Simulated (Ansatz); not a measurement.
# TaRu: a tetragonal deformation path

The task here is to estimate one member of a computed series from the others.

Program: Ansatz 0.2.0. Level of theory: DFT PBEsol, scalar-relativistic, plane waves, PAW. These are calculated values, not measurements.

## The structure to begin with

The structure is cubic, space group Pm-3m (No. 221). The conventional cell has a = 3.187 Å, b = 3.187 Å, c = 3.187 Å, α = 90.00°, β = 90.00°, γ = 90.00°. Around Ta (site symmetry m-3m) lie 8 Ru at 2.76 Å. Ru (site symmetry m-3m) has 8 Ta at 2.76 Å in its first shell of neighbours.

As a file:

```cif
data_structure
_symmetry_space_group_name_H-M 'Pm-3m'
_symmetry_Int_Tables_number 221
_cell_length_a 3.1870
_cell_length_b 3.1870
_cell_length_c 3.1870
_cell_angle_alpha 90.000
_cell_angle_beta 90.000
_cell_angle_gamma 90.000
_cell_volume 32.37
loop_
_atom_site_label
_atom_site_type_symbol
_atom_site_symmetry_multiplicity
_atom_site_Wyckoff_symbol
_atom_site_fract_x
_atom_site_fract_y
_atom_site_fract_z
_atom_site_occupancy
Ta1 Ta 1 b 0.50000 0.50000 0.50000 1
Ru1 Ru 1 a 0.00000 0.00000 0.00000 1
```

No relaxation comes first: the listed cell is the starting point.

Set-up of the first run:

Contents of input.yaml:

```yaml
crystal:
  lattice:
    - [3.187, 0.0, 0.0]
    - [0.0, 3.187, 0.0]
    - [0.0, 0.0, 3.187]
  atoms:
    - { symbol: Ta, position: [0.5, 0.5, 0.5] }
    - { symbol: Ru, position: [0.0, 0.0, 0.0] }
basis:
  ecutwfc: 420
kpoints:
  mp_grid: { grid: [16, 16, 16] }
hamiltonian:
  xc: pbesol
scf:
  occupations: { method: gaussian, width: 0.15 }
output:
  forces: true
  stress: true
  eigenvalues: true
  write_density: true
  write_potential: true
  elf: true
  volumetric_format: npy
```

Run with:

```sh
ansatz run input.yaml --threads 1 --pin off --max-ram 2560MiB --backend cpu --events-out ev --progress --plain --runs-dir out
```

Steps of the session up to this table: Zero of the scan; At ρ = 0.707; At ρ = 1.414; ρ = 0.850; At ρ = 1.200; ρ = 0.780; Point ρ = 1.300; Point ρ = 0.920; Point ρ = 1.100; ρ = 0.650; Point ρ = 1.500; Point ρ = 0.960; At ρ = 1.050.

One table of the session follows, with a row left open; its other results are not shown here.

The scan, with free energies counted from the undisturbed cell:

| ρ | ΔE (meV/atom) | pressure (GPa) |
| --- | --- | --- |
| 0.650 | 845.8 | 10.4 |
| 0.707 | ? | ? |
| 0.780 | 247.9 | -6.1 |
| 0.850 | 63.7 | -9.6 |
| 0.920 | -4.0 | -10.7 |
| 0.960 | -6.3 | -11.0 |
| 1.000 | 0.0 | -11.0 |
| 1.050 | -13.7 | -11.1 |
| 1.100 | -30.3 | -11.0 |
| 1.200 | -6.7 | -10.6 |
| 1.300 | 72.0 | -10.6 |
| 1.414 | 156.3 | -10.9 |
| 1.500 | 226.6 | -10.6 |

Estimate the missing values for ρ = 0.707.

Worked estimate for «ΔE (meV/atom)». A straight line through the neighbours (0.650, 845.8) and (0.780, 247.9) gives 845.8 + (247.9 − 845.8) × (0.707 − 0.650) / (0.780 − 0.650) = 583.6; a parabola fitted to 3 rows on both sides gives 542.7.

As computed: ΔE (meV/atom): 540.7; pressure (GPa): 1.3. In «ΔE (meV/atom)» the line misses by +42.9 and the parabola by +2.0.
